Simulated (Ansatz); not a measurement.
**CH3ClInN: how energies converge with the basis set**

One table from this session's results is given with a row withheld; the runs are named, their logs left out.

Method: one geometry, several basis sets; program: Ansatz 0.2.0, Gaussian basis.

Levels to be run: PBE0-D4/def2-SVP; ωB97M-V/def2-SVP; PBE0-D4/def2-QZVPP; ωB97M-V/def2-QZVPP; the functionals' def2-TZVPP values are taken from earlier runs.

### The geometry

An earlier PBE0-D4 in a triple-zeta def2 set relaxation fixed the geometry. In takes the def2 core potential; no spin-orbit term is included.

7 atoms, charge 0, spin multiplicity 1.

Atoms are counted from 1 here; the program's logs count them from 0.

Bond lengths: Cl1–In2 2.479 Å, C3–N4 1.259 Å, C3–H5 1.093 Å, C3–H6 1.090 Å, N4–H7 1.021 Å. Angles: N4–C3–H5 123.6°, N4–C3–H6 119.2°, H5–C3–H6 117.1°, C3–N4–H7 115.2°.

The first run:

Input file in.yaml:

```yaml
crystal:
  periodic: [false, false, false]
  atoms:
    - {symbol: Cl, position_ang: [-0.543697, -3.009304, -0.469514]}
    - {symbol: In, position_ang: [-1.628987, -1.512845, 1.182398]}
    - {symbol: C, position_ang: [0.447045, 1.272598, -0.020961]}
    - {symbol: N, position_ang: [0.054936, 0.076245, -0.022133]}
    - {symbol: H, position_ang: [1.217600, 1.657994, -0.693494]}
    - {symbol: H, position_ang: [0.003901, 1.977150, 0.683554]}
    - {symbol: H, position_ang: [0.510403, -0.529737, -0.705650]}
basis:
  gaussian: {orbitals: def2-SVP}
hamiltonian: {xc: pbe0, dispersion: d4}
output: {orbitals: {seedname: orbitals}}
```

Launch:

```sh
ansatz run in.yaml --threads 2 --pin off --events-out ev --progress --plain --max-ram 4352MiB
```

Among the steps run: PBE0-D4 in def2-SVP; ωB97M-V in def2-SVP; PBE0-D4 in def2-QZVPP; ωB97M-V in def2-QZVPP.

One of the session's tables, all rows but one given; the rest of the session is left out.

It belongs to the step «Functionals by basis». 

| functional | basis | HOMO (eV) | LUMO (eV) |
| --- | --- | --- | --- |
| PBE0-D4 | def2-SVP | -6.22 | -1.61 |
| PBE0-D4 | def2-TZVPP | -6.41 | -1.75 |
| PBE0-D4 | def2-QZVPP | ? | ? |
| ωB97M-V | def2-SVP | -8.19 | 0.29 |
| ωB97M-V | def2-TZVPP | -8.42 | 0.07 |
| ωB97M-V | def2-QZVPP | -8.47 | 0.00 |

Estimate the missing values for PBE0-D4, def2-QZVPP.

The run gave: HOMO (eV): -6.45; LUMO (eV): -1.79. In the column «HOMO (eV)» it lies between ωB97M-V, def2-SVP (-8.19) and PBE0-D4, def2-TZVPP (-6.41).
